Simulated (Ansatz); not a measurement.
# FH2OPSi: the cost of one run

The runs use Ansatz 0.2.0, Gaussian basis; the settings change from run to run.

## Step 1: The relaxed structure

The geometry comes from an earlier relaxation with PBE0-D4 in a triple-zeta def2 set; it is a stationary point.

6 atoms, charge 0, spin multiplicity 1.

Atoms are counted from 1 here; the program's logs count them from 0.

Bond lengths: F1–Si2 1.617 Å, Si2–O3 1.635 Å, O3–P4 1.660 Å, P4–H5 1.423 Å, P4–H6 1.425 Å. Angles: F1–Si2–O3 101.8°, Si2–O3–P4 140.7°, O3–P4–H5 97.2°, O3–P4–H6 99.8°, H5–P4–H6 92.2°.

## Step 2: r2SCAN50/def2-TZVPD

This run has charge +1, multiplicity 2, atoms shaken by 0.08 Å, relativity set to none, the search for lower states set to off.

The input, in.yaml:

```yaml
crystal:
  periodic: [false, false, false]
  atoms:
    - {symbol: F, position_ang: [-2.054842, -0.727270, 0.031835]}
    - {symbol: Si, position_ang: [-1.600943, 0.216679, -1.078116]}
    - {symbol: O, position_ang: [-0.202901, 0.443089, -0.699003]}
    - {symbol: P, position_ang: [0.874984, 0.523271, 0.595648]}
    - {symbol: H, position_ang: [2.127885, -0.046670, -0.128866]}
    - {symbol: H, position_ang: [0.705234, -0.824228, 1.013741]}
basis:
  gaussian: {orbitals: def2-TZVPD}
total_charge: 1
magnetization: {spin_polarized: true, initial_magnetization: 1}
hamiltonian: {xc: {name: r2SCAN50}, pseudopotentials: {relativity: none}}
scf: {lower_state_search: off}
output: {forces: true}
```

Command:

```sh
$ ansatz run in.yaml --threads 2 --pin off --events-out ev --progress --plain --max-ram 4352MiB
```

Q: Estimate wall time and peak memory on 2 threads of Arm Neoverse V1, shared host.

About 11 s, with a peak of 0.49 GiB.
